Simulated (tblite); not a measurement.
# C5H9F3O2Si: the cost of one run

Programs: tblite 0.8.0 and PySCF 2.14.0, with density-fitted response routines of our own. Each step states its level of theory. These are calculated values for one molecule in the gas phase, unless marked as measured. Atoms are numbered from 0 throughout.

## Step 1: The molecule as given

20 atoms, charge 0, multiplicity 1; geometry from: force field or distance geometry start.

Bonds of the start (Å): C0–C1 1.51, C1–C2 1.52, C2–O3 1.37, O3–Si4 1.72, Si4–O5 1.71, O5–C6 1.39, C6–C7 1.50, C7–F8 1.37, C7–F9 1.36, C7–F10 1.41, C6–C1 1.49, C0–H11 1.10, C0–H12 1.12, C0–H13 1.12, C1–H14 1.10, C2–H15 1.11, C2–H16 1.12, Si4–H17 1.48, Si4–H18 1.47, C6–H19 1.12.

## Step 2: Geometry optimisation with GFN2-xTB

The job: settings as JSON, then the geometry in Å.

```
{"job": {"kind": "relax", "xc": "GFN2-xTB", "basis": "xTB"}, "charge": 0, "multiplicity": 1}
C     -1.382300    -1.251400    -0.523000
C     -0.058800    -0.548900    -0.323700
C      0.565200    -1.056000     0.968600
O      1.873500    -0.684800     1.155300
Si     2.321100     0.384200    -0.111000
O      1.094000     1.561500    -0.266700
C     -0.137000     0.937300    -0.427900
C     -1.224600     1.589600     0.381400
F     -1.228700     2.949700     0.217200
F     -1.208200     1.305900     1.708300
F     -2.450200     1.129600    -0.141400
H     -1.823300    -0.859900    -1.455300
H     -2.011400    -1.060300     0.384100
H     -1.159200    -2.339900    -0.686200
H      0.599000    -0.915200    -1.127700
H      0.529700    -2.159800     0.915300
H     -0.041300    -0.804400     1.870100
H      3.570900     1.047100     0.309000
H      2.578600    -0.351500    -1.354500
H     -0.412300     1.137900    -1.494800
```

Launch:

```bash
$ OMP_NUM_THREADS=1 python probes_run.py task.json out
```

The driver reads the jobs from task.json and runs them one after another.

**Question.** How long does this first job take on 1 thread of Arm Neoverse V1, shared host, and how much memory does it need?

About 1.1 s, with a peak of 0.18 GiB.
